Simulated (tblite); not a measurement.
# CH12AlN3Si3: the cost of one run

Computed with tblite 0.8.0 and PySCF 2.14.0, with density-fitted response routines of our own, on a single molecule in the gas phase. Atoms count from 0, in the outputs and in this text.

## (1) The starting structure

20 atoms, charge 0, multiplicity 1; geometry from: force field or distance geometry start.

Bonds of the start (Å): Si0–N1 1.77, N1–Al2 1.91, Al2–N3 1.92, N3–Si4 1.80, Si4–C5 1.87, C5–N6 1.44, N6–Si7 1.77, Si7–N3 1.77, Si0–H8 1.48, Si0–H9 1.48, Si0–H10 1.46, N1–H11 1.04, Al2–H12 1.60, Si4–H13 1.45, Si4–H14 1.47, C5–H15 1.09, C5–H16 1.12, N6–H17 1.05, Si7–H18 1.46, Si7–H19 1.48.

## (2) Relaxing the molecule with GFN2-xTB

Job settings and geometry (Å):

```
{"job": {"kind": "relax", "xc": "GFN2-xTB", "basis": "xTB"}, "charge": 0, "multiplicity": 1}
Si     3.795800     0.744600    -0.350900
N      2.831400    -0.674700     0.067400
Al     1.158400    -0.735600    -0.842700
N     -0.369200    -0.422000     0.275300
Si    -1.795800    -1.310800    -0.368800
C     -3.137700    -0.312400     0.475300
N     -2.772000     1.079300     0.373100
Si    -1.018700     1.222100     0.159800
H      2.934400     1.873500    -0.778700
H      4.478500     1.196200     0.881800
H      4.809400     0.473900    -1.366600
H      3.328900    -1.586600    -0.005600
H      0.980000    -1.966700    -1.853400
H     -1.787100    -2.711000     0.001700
H     -1.801200    -1.069400    -1.822500
H     -4.088000    -0.559500    -0.003000
H     -3.188300    -0.652300     1.545000
H     -3.113600     1.535100     1.253000
H     -0.488500     2.148800     1.148900
H     -0.761800     1.738200    -1.201800
```

Command:

```bash
$ OMP_NUM_THREADS=1 python probes_run.py task.json out
```

This one command runs all jobs of the session in turn.

Q: Estimate the wall time of this first job on 1 thread of Arm Neoverse N1, shared host.

About 2.5 s.
